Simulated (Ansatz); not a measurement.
# GaH₃O₂S: basis-set convergence

One table from this session's results is given with a row withheld; the runs are named, their logs left out.

Method: one geometry, several basis sets; program: Ansatz 0.2.0, Gaussian basis.

Plan: PBE0-D4/def2-SVP; ωB97M-V/def2-SVP; PBE0-D4/def2-QZVPP; ωB97M-V/def2-QZVPP; the functionals' def2-TZVPP values are taken from earlier runs.

### The relaxed structure

The geometry comes from an earlier relaxation with PBE0-D4 in a triple-zeta def2 set; it is a stationary point, not always the lowest conformer.

SMILES `[OH][Ga]([OH])[SH]`, 7 atoms, charge 0, spin multiplicity 1.

Atoms are counted from 1 here; the program's logs count them from 0.

Bond lengths: O1–Ga2 1.774 Å, O1–H5 0.959 Å, Ga2–O3 1.772 Å, Ga2–S4 2.199 Å, O3–H6 0.959 Å, S4–H7 1.343 Å. Angles: Ga2–O1–H5 114.4°, O1–Ga2–O3 114.3°, O1–Ga2–S4 124.5°, O3–Ga2–S4 121.2°, Ga2–O3–H6 114.0°, Ga2–S4–H7 93.8°.

As a file:

```
O    -1.50335   -0.94489   -0.18284
Ga   -0.02205   -0.08772    0.28254
O     0.36584   -0.18577    2.00913
S     1.26739    1.01848   -1.11320
H    -1.71620   -0.88864   -1.11605
H     1.17026    0.27483    2.25558
H     0.49930    0.74570   -2.18087
```

The first run:

Input file in.yaml:

```yaml
crystal:
  periodic: [false, false, false]
  atoms:
    - {symbol: O, position_ang: [-1.503351, -0.944889, -0.182838]}
    - {symbol: Ga, position_ang: [-0.022049, -0.087719, 0.282540]}
    - {symbol: O, position_ang: [0.365845, -0.185767, 2.009132]}
    - {symbol: S, position_ang: [1.267393, 1.018479, -1.113196]}
    - {symbol: H, position_ang: [-1.716197, -0.888639, -1.116050]}
    - {symbol: H, position_ang: [1.170262, 0.274831, 2.255584]}
    - {symbol: H, position_ang: [0.499299, 0.745703, -2.180872]}
basis:
  gaussian: {orbitals: def2-SVP}
hamiltonian: {xc: pbe0, dispersion: d4}
output: {orbitals: {seedname: orbitals}}
```

Started as:

```sh
$ ansatz run in.yaml --threads 4 --pin off --events-out ev --progress --plain --max-ram 10444MiB
```

Among the steps run: PBE0-D4 in def2-SVP; ωB97M-V in def2-SVP; PBE0-D4 in def2-QZVPP; ωB97M-V in def2-QZVPP.

One table of the session follows, with a row left open; its other results are not shown here.

| functional | basis | HOMO (eV) |
| --- | --- | --- |
| PBE0-D4 | def2-SVP | -7.78 |
| PBE0-D4 | def2-TZVPP | -7.96 |
| PBE0-D4 | def2-QZVPP | -8.00 |
| ωB97M-V | def2-SVP | ? |
| ωB97M-V | def2-TZVPP | -10.17 |
| ωB97M-V | def2-QZVPP | -10.23 |

Q: Estimate the row for ωB97M-V, def2-SVP from the others.

As computed: HOMO (eV): -9.96. In the column «HOMO (eV)» it lies between ωB97M-V, def2-TZVPP (-10.17) and PBE0-D4, def2-QZVPP (-8.00).
